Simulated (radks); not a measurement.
**Nuclear size and the levels of S**

An exercise on one series of results from a longer session: the logs are not shown, and one member is left open.

Method: Dirac Kohn-Sham, exchange-only LDA, spin-unpolarised, spherical densities, finite nucleus; open shells are shared between the two j in proportion to 2j + 1. Code: radks (a radial shooting solver on a logarithmic mesh, Libxc functionals) version 1.

### The system

| Property | Result |
| --- | --- |
| element | sulfur (Z = 16) |
| charge | 0 |
| electrons | 16 |
| configuration | [Ne] 3s2 3p4 |
| nuclear rms radius | 3.2611 fm |

The outer shells:

S
```
[Ne] core
3s [↑↓]
3p [↑↓][↑ ][↑ ]
```

Set-up of the first run:

Input:

```text
Z 16
configuration [Ne] 3s2 3p4 4s0 3d0
relativity Dirac
functional lda,
spin unpolarised
j_filling average
nucleus finite rms 3.2611 fm
c 137.035999084
```

Steps of the session up to this table: rms radius 3.2611 fm.

One of the session's tables, all rows but one given; the rest of the session is left out.

It belongs to the step «rms radius 3.2611 fm». The radial density on a logarithmic grid:

| r (bohr) | 4πr²ρ (e/bohr) |
| --- | --- |
| 0.00426 | 0.5496 |
| 0.00667 | 1.239 |
| 0.0105 | 2.710 |
| 0.0165 | 5.460 |
| 0.0260 | 9.984 |
| 0.0410 | ? |
| 0.0641 | 18.33 |
| 0.101 | 15.72 |
| 0.158 | 12.12 |
| 0.250 | 15.34 |
| 0.391 | 16.94 |
| 0.617 | 8.226 |
| 0.974 | 2.999 |
| 1.52 | 3.476 |
| 2.40 | 1.850 |
| 3.76 | 0.3507 |
| 5.94 | 0.01973 |

Estimate the missing values for r (bohr) = 0.0410.

Worked estimate for «4πr²ρ (e/bohr)». A straight line through the neighbours (0.0260, 9.984) and (0.0641, 18.33) gives 9.984 + (18.33 − 9.984) × (0.0410 − 0.0260) / (0.0641 − 0.0260) = 13.27; a parabola fitted to 4 rows on both sides gives 14.55.

As computed: 4πr²ρ (e/bohr): 15.39. In «4πr²ρ (e/bohr)» the line misses by -2.12 and the parabola by -0.84.
